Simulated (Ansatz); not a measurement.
**Cu2BO4: relaxing cell and atoms**

Wanted: the geometry at rest of Cu2BO4 (a structure type of another compound, with these elements put in), relaxing cell and atoms, and its electronic structure there.

Method: DFT, PBE, with U_eff = 3.92 eV on Cu d, collinear spin, plane waves, PAW, in Ansatz 0.2.0.

### 1 The structure

The structure is cubic, space group Fd-3m (No. 227). The conventional cell has a = 7.868 Å, b = 7.868 Å, c = 7.868 Å, α = 90.00°, β = 90.00°, γ = 90.00°. Cu (site symmetry -3m) has 6 O at 2.02 Å as nearest neighbours. B (site symmetry -43m) is surrounded by 4 O at 1.61 Å. O (site symmetry 3m) has 1 B at 1.61 Å and 3 Cu at 2.02 Å as nearest neighbours.

The coordinates stand in the input below.

It starts from an earlier solution of the starting cell (checkpoint.read).

### 2 Relaxing

input.yaml

```yaml
crystal:
  lattice:
    - [0.0, 3.93379321, 3.93379321]
    - [3.93379321, 0.0, 3.93379321]
    - [3.93379321, 3.93379321, 0.0]
  atoms:
    - { symbol: Cu, position: [0.625, 0.625, 0.625], spin: 1.0 }
    - { symbol: Cu, position: [0.125, 0.625, 0.625], spin: 1.0 }
    - { symbol: Cu, position: [0.625, 0.625, 0.125], spin: 1.0 }
    - { symbol: Cu, position: [0.625, 0.125, 0.625], spin: 1.0 }
    - { symbol: B, position: [0.0, 0.0, 0.0] }
    - { symbol: B, position: [0.25, 0.25, 0.25] }
    - { symbol: O, position: [0.3685, 0.3685, 0.3685] }
    - { symbol: O, position: [0.3555, 0.8815, 0.8815] }
    - { symbol: O, position: [0.3685, 0.3685, 0.8945] }
    - { symbol: O, position: [0.8815, 0.3555, 0.8815] }
    - { symbol: O, position: [0.8945, 0.3685, 0.3685] }
    - { symbol: O, position: [0.8815, 0.8815, 0.8815] }
    - { symbol: O, position: [0.3685, 0.8945, 0.3685] }
    - { symbol: O, position: [0.8815, 0.8815, 0.3555] }
kpoints:
  mp_grid: { grid: [5, 5, 5], shift: [0, 0, 0] }
magnetization:
  spin_polarized: true
scf:
  occupations: { method: fermi_dirac }
  lower_state_search: "off"
hamiltonian:
  pseudopotentials: { kind: paw }
  xc: pbe
  hubbard: { projectors: atomic, sites: [{ species: Cu, l: d, u_eff: 3.92 }] }
basis:
  ecutwfc: 420
  fft_grid_basis: typed
relax:
  max_steps: 80
  cell: { p_target: 0.0 }
output:
  forces: true
  stress: true
  eigenvalues: true
  bader: true
  populations: true
  elf: true
  write_potential: true
  volumetric_format: npy
  dos:
    e_range: [-12, 8]
    de: 0.05
    projected: { site_lists: { B: [B], Cu: [Cu], O: [O] } }
checkpoint:
  read: saved_state
```

Started as:

```bash
$ ansatz run input.yaml --threads 2 --pin off --max-ram 4096MiB --backend cpu --events-out ev --progress --plain --runs-dir out
```

Q: Predict the outcome of this session. Wanted: moves; energy gained; largest move; cell; volume; pressure at the end; character; Bader charges; net moment.

**Answer**, as computed:

| quantity | value |
| --- | --- |
| moves | 5 |
| energy gained | 80.2 meV/atom |
| largest move | 0.10 Å (O) |
| space group (0.01 Å), before / after | Fd-3m / Fd-3m |
| cell | a = 5.545 Å, b = 5.545 Å, c = 5.545 Å, α = 60.00°, β = 60.00°, γ = 60.00° |
| volume | 8.61 Å³/atom (-1.0 %) |
| pressure at the end | 0.00 GPa |
| character | metal |
| density of states, mean within 0.25 eV of the Fermi level | 6.2 per eV per cell |
| Bader charges | Cu +1.11, B +2.33, O -1.14 e |
| net moment | 5.68 μB per cell |
| largest moment | 0.59 μB on Cu (Bader basin) |

What this shows: The volume shrank by 1.0 %, and the largest move of an atom is 0.10 Å apart from the change of the cell; the energy fell by 80.2 meV per atom. With 48 symmetry operations imposed, the end may be a saddle point towards distortions that break them. Bands cross the Fermi level: a metal; within 0.25 eV of the Fermi level the density of states averages 6.2 per eV per cell, mostly O p (55 %) and Cu d (40 %). Spin sits mostly on Cu (0.59 μB); the arrangement is parallel, with 5.68 μB net per cell. B loses most charge (+2.33 e on average) and O gains most (-1.14 e).

Limits of this run: one start, so the state may not be the lowest.
